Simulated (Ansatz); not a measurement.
# GeHF (SMILES [F][GeH]) at revPBE/STO-3G

Aim: the electronic atomisation energy of GeHF at revPBE/STO-3G, from 4 runs. 

The results are computed with Ansatz 0.2.0.

60 further runs of the same task are left out: 17 that didn't finish, 43 set aside as unsound or not needed.

## (1) The molecule

The species is GeHF (3 atoms), meant as a singlet with charge 0. SMILES: `[F][GeH]`. The coordinates come from a PBE0-D4/def2-TZVP relaxation.

Bond lengths: F1–Ge2 1.757 Å, Ge2–H3 1.609 Å. Angles: F1–Ge2–H3 94.2°.

## (2) The energy at revPBE/STO-3G

Input file in.yaml:

```yaml
crystal:
  periodic: [false, false, false]
  atoms:
    - {symbol: F, position_ang: [0.672100, 1.012600, 0.469700]}
    - {symbol: Ge, position_ang: [-0.657900, 0.195200, -0.335600]}
    - {symbol: H, position_ang: [-0.025200, -1.272700, -0.147400]}
basis:
  gaussian:
    orbitals: STO-3G
hamiltonian:
  xc: {name: revPBE}
accuracy: high
```

Launch:

```
$ ansatz run in.yaml --threads 1 --pin off --max-ram 2610MiB --events-out events.jsonl --progress --plain --runs-dir runs
```

Output:

```text
Warning: RAYON_NUM_THREADS=1 ignored (pool sized by the plan → 1); use --threads N
Functional definition: revPBE
  name "revPBE"
  parameter kappa = 1.245
  parameter beta = 0.06672455060314922
  exchange = pbe_x(kappa = kappa, mu = beta*pi^2/3)
  correlation = pbe_c(beta = beta)
327 factors; integrals over basis functions are off by at most 4.5e-9 eV
mean field evaluation 1: about -58446.9932 eV, gradient 1.8e2 eV
mean field evaluation 2: about -58381.1022 eV, gradient 2.0e2 eV
mean field evaluation 4: about -58470.0636 eV, gradient 1.7e2 eV
mean field evaluation 8: about -58528.9460 eV, gradient 5.2e1 eV
mean field evaluation 16: about -58552.4932 eV, gradient 2.1e-3 eV
mean field evaluation 32: about -58540.1183 eV, gradient 5.9e1 eV
mean field -58552.49319847 eV, -2151.7644367386 hartree, gradient 3.0e-8 eV, S^2 0.000000; 1 other end points of the search recorded, 0 dependent functions left out
reference -58552.49320026 eV, -2151.7644368042 hartree; 21, 21 occupied and 3, 3 virtual orbitals, 327 factors
Total energy: -58552.49320026 eV, -2151.7644368042 hartree
```

Run time: 1.8 s. Hardware: 1 thread of Arm Neoverse V1, shared host.

## (3) The F atom at the same level

Input file run.yaml:

```yaml
crystal:
  periodic: [false, false, false]
  atoms:
    - {symbol: F, position_ang: [0.000000, 0.000000, 0.000000]}
basis:
  gaussian: {orbitals: STO-3G}
magnetization: {spin_polarized: true, initial_magnetization: 1}
hamiltonian: {xc: {name: revPBE}}
accuracy: high
```

Launch:

```
$ ansatz run run.yaml --threads 1 --pin off --max-ram 2610MiB --events-out events.jsonl --progress --plain --runs-dir runs
```

Output (excerpt; [...] marks lines left out):

```text
Warning: RAYON_NUM_THREADS=1 ignored (pool sized by the plan → 1); use --threads N
[... 6 set-up lines as earlier in the session ...]
15 factors; integrals over basis functions are off by at most 1.2e-9 eV
mean field evaluation 1: about -2673.3452 eV, gradient 6.4e-12 eV
mean field evaluation 2: about -2673.3458 eV, gradient 5.3e-11 eV
mean field evaluation 4: about -2673.3458 eV, gradient 0.0e0 eV
mean field evaluation 8: about -2673.3458 eV, gradient 2.8e-2 eV
mean field evaluation 16: about -2673.3458 eV, gradient 3.1e-12 eV
mean field -2673.34579578 eV, -98.2436459360 hartree, gradient 2.5e-24 eV, S^2 0.750000; 5 other end points of the search recorded, 0 dependent functions left out
reference -2673.34579615 eV, -98.2436459498 hartree; 5, 4 occupied and 0, 1 virtual orbitals, 15 factors
Total energy: -2673.34579615 eV, -98.2436459498 hartree
```

Wall time 0.44 s (1 thread of Arm Neoverse V1, shared host).

## (4) The Ge atom

Input file in.yaml:

```yaml
basis:
  gaussian:
    orbitals: STO-3G
crystal:
  periodic: [false, false, false]
  atoms:
    - {symbol: Ge, position_ang: [0.000000, 0.000000, 0.000000]}
magnetization:
  spin_polarized: true
  initial_magnetization: 2
hamiltonian:
  xc: {name: revPBE}
accuracy: high
```

Run the same way, it converges to -2052.67318 Eh (log not shown).

## (5) The H atom at the same level

Input file input.yaml:

```yaml
basis:
  gaussian:
    orbitals: STO-3G
crystal:
  periodic: [false, false, false]
  atoms:
    - {symbol: H, position_ang: [0.000000, 0.000000, 0.000000]}
magnetization:
  spin_polarized: true
  initial_magnetization: 1
hamiltonian:
  xc: {name: revPBE}
accuracy: high
```

Run the same way, it converges to -0.47010 Eh (log not shown).

## (6) What came out

Level: revPBE/STO-3G.

| quantity | value |
| --- | --- |
| molecule: total energy | -2151.76444 Eh |
| F atom: total energy | -98.24365 Eh |
| F atom: ⟨S²⟩ | 0.750 |
| Ge atom: total energy | -2052.67318 Eh |
| Ge atom: ⟨S²⟩ | 2.285 |
| H atom: total energy | -0.47010 Eh |
| H atom: ⟨S²⟩ | 0.750 |
| electronic atomisation energy | 10.272 eV |

What this shows: Taking the molecule apart into free atoms costs 10.27 eV (991 kJ/mol), before zero-point energy and without spin-orbit coupling. In a minimal basis such a difference can be off by several eV, whatever the method. ⟨S²⟩ (Ge atom) is 2.28 where a pure triplet has 2.00: the reference is spin-contaminated.
